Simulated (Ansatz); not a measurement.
**SrB6: a short molecular-dynamics run**

What does SrB6 do over 8 steps of 0.5 fs at constant energy, with velocities drawn for 100 K? The cell is a randomly packed cell of 7 atoms, taken as it stands, without a relaxation.

Program: Ansatz 0.2.0. Level of theory: DFT PBEsol, plane waves, PAW, scalar-relativistic, no spin polarisation. These are calculated values, not measurements.

### 1 The structure to begin with

The cell holds 7 atoms (B6Sr): a = 4.188 Å, b = 4.645 Å, c = 3.972 Å, α = 77.99°, β = 83.31°, γ = 86.28°.

Structure file:

```
Sr B
1.0
     4.16871    0.40113   -0.05636
    -0.10372    4.42584    1.40663
     0.55271   -0.36397    3.91619
Sr B
1 6
Direct
  0.41178 0.20821 0.15427
  0.72442 0.73942 0.99812
  0.79381 0.82065 0.50452
  0.01198 0.10428 0.73040
  0.17840 0.74904 0.00175
  0.86859 0.44091 0.39184
  0.39990 0.58451 0.56427
```

### 2 The run

input.yaml

```yaml
crystal:
  lattice:
    - [4.168708, 0.401133, -0.056355]
    - [-0.10372, 4.42584, 1.406628]
    - [0.552712, -0.363967, 3.916185]
  atoms:
    - { symbol: Sr, position: [0.411776, 0.208214, 0.154273] }
    - { symbol: B, position: [0.724415, 0.739417, 0.99812] }
    - { symbol: B, position: [0.793806, 0.820654, 0.504515] }
    - { symbol: B, position: [0.01198, 0.104279, 0.730403] }
    - { symbol: B, position: [0.178398, 0.749039, 0.001745] }
    - { symbol: B, position: [0.868593, 0.440907, 0.391841] }
    - { symbol: B, position: [0.3999, 0.584511, 0.564266] }
kpoints:
  mp_grid: { grid: [4, 3, 4] }
magnetization:
  spin_polarized: false
scf:
  occupations: { method: cold, width: 0.15 }
  max_iter: 60
hamiltonian:
  pseudopotentials: { kind: paw }
  xc: pbesol
basis:
  ecutwfc: 420
  ecutrho_ratio: 1
md:
  timestep: 0.5
  n_steps: 8
  ensemble: nve
  temperature: 100.0
  initial_velocities: maxwell_boltzmann
  seed: 207903
```

Started as:

```bash
> ansatz run input.yaml --threads 2 --pin off --max-ram 2560MiB --backend cpu --events-out ev --progress --plain --runs-dir out
```

Before running it: what results should come out? Wanted: temperature, first and last step; temperature, second half; potential energy, second half; largest change of the total energy; mean square displacement, second half.

As calculated:

| quantity | value |
| --- | --- |
| length | 8 steps of 0.5 fs |
| temperature, first and last step | 100 and 414 K |
| temperature, second half | mean 283 K, from 173 to 414 K |
| potential energy, second half | -20 meV/atom from the start |
| largest change of the total energy | 0.01 meV/atom |
| mean square displacement, second half | B 0.000, Sr 0.000 Å² |

The temperature starts at 100 K and averages 283 K in the second half, where it still rises, from 173 to 414 K; the start was no minimum (force components up to 2.6 eV/Å), and the potential energy that it sheds (20 meV/atom) turns into motion. The total energy strays from its start by at most 0.01 meV/atom, under 0.1 % of the mean kinetic energy, which is good for a step of 0.5 fs. Over the second half B atoms stand 0.0 Å (root mean square) from where they began, and the farthest move is 0.0 Å. The input holds a fault (a density cutoff under the waves'), so its numbers are no property of the system. A run of 4 fs with 7 atoms shows the motion but fixes no equilibrium value. The log warns that the cutoff is below the recommended one: the forces carry a basis error. The k-mesh is coarse for this cell.
